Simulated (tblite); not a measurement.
# C4H13FOSi2: the cost of one run

Computed with tblite 0.8.0 and PySCF 2.14.0, with density-fitted response routines of our own, on a single molecule in the gas phase. Atoms are numbered from 0 throughout.

## (1) Starting geometry

21 atoms, charge 0, multiplicity 1; geometry from: force field or distance geometry start.

Bonds of the start (Å): C0–O1 1.42, O1–C2 1.47, C2–Si3 2.02, C2–Si4 1.98, C2–C5 1.54, C5–C6 1.53, C6–F7 1.37, C0–H8 1.09, C0–H9 1.11, C0–H10 1.09, Si3–H11 1.48, Si3–H12 1.50, Si3–H13 1.48, Si4–H14 1.49, Si4–H15 1.49, Si4–H16 1.48, C5–H17 1.10, C5–H18 1.10, C6–H19 1.09, C6–H20 1.09.

## (2) Relaxing the molecule with GFN2-xTB

Job settings and geometry (Å):

```
{"job": {"kind": "relax", "xc": "GFN2-xTB", "basis": "xTB"}, "charge": 0, "multiplicity": 1}
C     -0.887800     2.117800    -0.491900
O     -0.399900     0.922100    -1.073600
C     -0.237300    -0.214600    -0.155500
Si     0.134600    -1.893400    -1.210400
Si    -1.875700    -0.922000     0.699700
C      0.879500     0.043100     0.878400
C      2.177200     0.588200     0.278200
F      3.069700     0.775900     1.303900
H     -0.871200     2.889500    -1.264300
H     -1.937100     1.998500    -0.162900
H     -0.278100     2.458800     0.339200
H      1.385500    -1.682000    -1.967100
H      0.369100    -3.027200    -0.252300
H     -0.965700    -2.207200    -2.151400
H     -2.927500    -1.229600    -0.309200
H     -2.409800     0.142000     1.599800
H     -1.559800    -2.097600     1.542900
H      0.542100     0.765900     1.629500
H      1.115200    -0.859200     1.463400
H      2.638000    -0.109300    -0.419100
H      2.030000     1.557100    -0.205400
```

Launch:

```bash
OMP_NUM_THREADS=1 python probes_run.py task.json out
```

The driver reads the jobs from task.json and runs them one after another.

Q: Estimate the wall time and peak memory of this first job on 1 thread of Arm Neoverse N1, shared host.

About 1.2 s, with a peak of 0.18 GiB.
